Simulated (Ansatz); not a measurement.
**GeNH3 (singlet): wave-function methods side by side, cc-pVDZ**

One table from this session's results is given with a row withheld; the runs are named, their logs left out.

Program: Ansatz 0.2.0, Gaussian basis. Level of theory: cc-pVDZ, core rule «outside noble gas», up to 15 orbitals frozen. These are calculated values, not measurements.

To be run: UHF; CCSD(T) on RHF; CCSD(T) on UHF; BCCD(T) on RHF; CISD; CCSDT(Q) on RHF; CCSDT(Q) on UHF; CCSDTQ on RHF.

11 further runs of the same task are left out: 7 for a known fault of the program, 4 set aside as unsound or not needed.

## The system

The geometry is a PBE0/def2-TZVP stationary point (not a proven minimum). No spin-orbit coupling is included. The filled d shell of Ge may be among the frozen orbitals whatever the setting's name suggests; the logs give the count.

5 atoms, charge 0, spin multiplicity 1.

Atoms are counted from 1 here; the program's logs count them from 0.

Bond lengths: Ge1–N2 1.703 Å, Ge1–H3 1.543 Å, Ge1–H4 1.529 Å, N2–H5 1.020 Å. Angles: N2–Ge1–H3 128.8°, N2–Ge1–H4 117.8°, H3–Ge1–H4 113.4°, Ge1–N2–H5 110.9°.

Set-up of the first run:

in.yaml reads:

```yaml
crystal:
  periodic: [false, false, false]
  atoms:
    - {symbol: Ge, position_ang: [0.000000, 0.013551, 0.270262]}
    - {symbol: N, position_ang: [0.000000, -0.128473, -1.427255]}
    - {symbol: H, position_ang: [0.000000, 1.292635, 1.132552]}
    - {symbol: H, position_ang: [0.000000, -1.274515, 1.094008]}
    - {symbol: H, position_ang: [0.000000, 0.790573, -1.870085]}
basis:
  gaussian: {orbitals: cc-pVDZ}
magnetization: {spin_polarized: true, initial_magnetization: 0}
hamiltonian: {xc: hf}
output: {orbitals: {seedname: orbitals}}
```

Started as:

```
> ansatz run in.yaml --threads 1 --pin off --events-out ev --progress --plain --max-ram 2816MiB --backend cpu
```

Steps of the session up to this table: UHF; CCSD(T) on RHF; CCSD(T) on UHF; BCCD(T) on RHF; CISD; CCSDT(Q) on RHF; CCSDT(Q) on UHF; CCSDTQ on RHF.

One of the session's tables, all rows but one given; the rest of the session is left out.

It belongs to the step «Misses and costs». 

```
   method  from RCCSDTQ (meV)
      RHF             +8513.5
      UHF             +8356.2
     RMP2              +927.6
    RCCSD                   ?
 RCCSD(T)               +50.3
  BCCD(T)               +53.2
   RCCSDT               +31.5
RCCSDT(Q)                -7.2
  RCCSDTQ                   0
```

Q: Estimate the row for RCCSD from the others.

As computed: from RCCSDTQ (meV): +372.2. In the column «from RCCSDTQ (meV)» it lies between BCCD(T) (+53.2) and RMP2 (+927.6).
